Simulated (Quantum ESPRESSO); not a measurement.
CsPbBr3 under changes of volume

One of the cells (40.452 Å³/atom); the others are scaled copies at fixed shape and fractional positions:

```xyz
5
Lattice="5.8700 0.0000 0.0000 0.0000 5.8700 0.0000 0.0000 0.0000 5.8700" Properties=species:S:1:pos:R:3 pbc="T T T"
Pb    2.9350    2.9350    2.9350
Cs    0.0000    0.0000    0.0000
Br    2.9350    2.9350    0.0000
Br    2.9350    0.0000    2.9350
Br    0.0000    2.9350    2.9350
```

Measurements of this composition are mostly on another form, of space group No. 62.

* Program: Quantum ESPRESSO 7.5
* Functional: PBE
* Potentials or basis: SSSP 1.3 efficiency PBE
* Cutoff: 748 eV
* Density cutoff: 5987 eV
* k mesh: 5 × 5 × 5
* Occupations: fermi-dirac, width 0.05 eV
* Spin: no spin polarisation

| volume (Å³/atom) | energy over the lowest point (meV/atom) | pressure (GPa) | gap on the mesh (eV) |
| --- | --- | --- | --- |
| 38.025 | 45.49 | 3.2 | 2.54 |
| 38.834 | 31.09 | 2.5 | 2.58 |
| 39.643 | 19.81 | 1.9 | 2.62 |
| 40.452 | 11.34 | 1.4 | 2.65 |
| 41.261 | 5.37 | 0.9 | 2.68 |
| 42.070 | ? | ? | ? |
| 42.880 | 0.00 | 0.1 | 2.74 |

Task: What does the run at 42.070 Å³/atom give?

Result: Energy over the lowest point 1.67 meV/atom; pressure 0.5 GPa; gap on the mesh 2.71 eV.

Worked out: A Birch-Murnaghan fit of order 3 (a polynomial in V^(-2/3)) to the other rows has its minimum at 43.21 Å³/atom, just outside them, with B0 = V·E''(V) = 18.5 GPa and B' = 4.6. It gives 1.67 meV/atom at 42.070 Å³/atom, against the run's 1.67, and -dE/dV = 0.5 GPa, against 0.5. A straight line through the other rows of the gap, of slope 1.65 eV per unit of ln V (its deformation potential), gives 2.71 eV, against the run's 2.71.

Energies are extrapolated to zero smearing.

Caveats: spin-orbit coupling is left out, which as a rule narrows the gap of such compounds by several tenths of an eV; an odd mesh through Γ misses points on the zone boundary, where band edges often lie.
